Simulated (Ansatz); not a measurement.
**HfCl+ (quintet): from Hartree-Fock to the top rungs, def2-TZVPP**

One table from this session's results is given with a row withheld; the runs are named, their logs left out.

Program: Ansatz 0.2.0, Gaussian basis. Level of theory: def2-TZVPP, core rule «outside noble gas», up to 9 orbitals frozen. These are calculated values, not measurements.

To be run: UHF; ROHF; CCSD(T) on UHF.

## What is computed

The geometry is a PBE0/def2-TZVP stationary point (not a proven minimum) of the parent state, kept for this charge and spin. No spin-orbit coupling is included. Elements past krypton take def2 core potentials.

2 atoms, charge 1, spin multiplicity 5.

Atoms are counted from 1 here; the program's logs count them from 0.

Bond lengths: Hf1–Cl2 3.106 Å.

The first run:

Input file in.yaml:

```yaml
crystal:
  periodic: [false, false, false]
  atoms:
    - {symbol: Hf, position_ang: [0.000000, 0.000000, 0.000000]}
    - {symbol: Cl, position_ang: [0.000000, 0.000000, 3.105600]}
basis:
  gaussian: {orbitals: def2-TZVPP}
total_charge: 1
magnetization: {spin_polarized: true, initial_magnetization: 4}
hamiltonian: {xc: hf}
output: {orbitals: {seedname: orbitals}}
```

The run is started by

```bash
> ansatz run in.yaml --threads 1 --pin off --events-out ev --progress --plain --max-ram 4096MiB --backend cpu
```

Among the steps run: UHF; ROHF; CCSD(T) on UHF.

One table of the session follows, with a row left open; its other results are not shown here.

It belongs to the step «Misses and costs». 

| method | from UCCSD(T) (meV) |
| --- | --- |
| ROHF | ? |
| UHF | +5707.9 |
| UMP2 | +927.2 |
| UCCSD | +182.0 |
| UCCSD(T) | 0 |

Estimate the missing values for ROHF.

The run gave: from UCCSD(T) (meV): +5997.2. In the column «from UCCSD(T) (meV)» it is the highest.
